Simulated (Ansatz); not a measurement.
# BeBH₃ (singlet): the correlation ladder at distance B1–Be2 = 3.502 Å, cc-pVDZ

One table from this session's results is given with a row withheld; the runs are named, their logs left out.

Method: cc-pVDZ, core rule «outside noble gas», up to 2 orbitals frozen; program: Ansatz 0.2.0, Gaussian basis.

Plan: UHF; CCSD(T) on RHF; CCSD(T) on UHF; BCCD(T) on RHF; CISD; CCSDT(Q) on RHF; CCSDT(Q) on UHF; CASSCF and MRCISD+Q, 2 electrons in 2 orbitals; CASSCF and NEVPT2, 2 electrons in 2 orbitals.

18 further runs of the same task are left out: 4 for a mislabelled method, 10 that didn't finish, 4 set aside as unsound or not needed.

## The geometry

The geometry derives from a PBE0/def2-TZVP stationary point (not a proven minimum). One bond is set to the value named and the two fragments are kept rigid.

5 atoms, charge 0, spin multiplicity 1.

Atoms are counted from 1 here; the program's logs count them from 0.

Bond lengths: B1–H3 1.202 Å, B1–H4 1.202 Å, Be2–H5 1.341 Å. Angles: H3–B1–H4 113.2°.

Set-up of the first run:

Contents of in.yaml:

```yaml
crystal:
  periodic: [false, false, false]
  atoms:
    - {symbol: B, position_ang: [0.000000, 0.000000, 1.536662]}
    - {symbol: Be, position_ang: [0.000000, 0.000000, -1.965338]}
    - {symbol: H, position_ang: [0.000000, 1.003181, 2.198518]}
    - {symbol: H, position_ang: [0.000000, -1.003180, 2.198518]}
    - {symbol: H, position_ang: [0.000000, 0.000000, -3.306567]}
basis:
  gaussian: {orbitals: cc-pVDZ}
magnetization: {spin_polarized: true, initial_magnetization: 0}
hamiltonian: {xc: hf}
output: {orbitals: {seedname: orbitals}}
```

On the command line:

```console
$ ansatz run in.yaml --threads 1 --pin off --events-out ev --progress --plain --max-ram 2393MiB
```

Among the steps run: UHF; CCSD(T) on RHF; CCSD(T) on UHF; BCCD(T) on RHF; CISD; CCSDT(Q) on RHF; CCSDT(Q) on UHF; CASSCF and MRCISD+Q, 2 electrons in 2 orbitals; CASSCF and NEVPT2, 2 electrons in 2 orbitals.

One of the session's tables, all rows but one given; the rest of the session is left out.

It belongs to the step «Misses and costs». 

| method | from RCCSDT(Q) (kcal/mol) |
| --- | --- |
| RHF | +114.08 |
| UHF | +91.34 |
| RMP2 | ? |
| UMP2 | +29.93 |
| CISD | +14.97 |
| RCCSD | +5.15 |
| UCCSD | +5.46 |
| RCCSD(T) | +1.17 |
| UCCSD(T) | +2.68 |
| BCCD(T) | +1.20 |
| RCCSDT | +0.25 |
| UCCSDT | +0.32 |
| RCCSDT(Q) | 0 |
| UCCSDT(Q) | -0.03 |
| CASSCF pair | +82.54 |
| NEVPT2 pair | +21.14 |
| MRCISD pair | +5.48 |
| MRCISD+Q pair | -0.20 |

Estimate the missing values for RMP2.

**Answer.** from RCCSDT(Q) (kcal/mol): +32.50. In the column «from RCCSDT(Q) (kcal/mol)» it lies between UMP2 (+29.93) and CASSCF pair (+82.54).

Limits of these values: The determinant is far from a pure spin state, so its energy mixes those of several spin states (harmless only where they are near-degenerate, as at dissociation). Restricted and unrestricted rows rest on different reference determinants; where their highest levels disagree by more than a few hundredths of an eV, they describe different states and don't form one ladder.
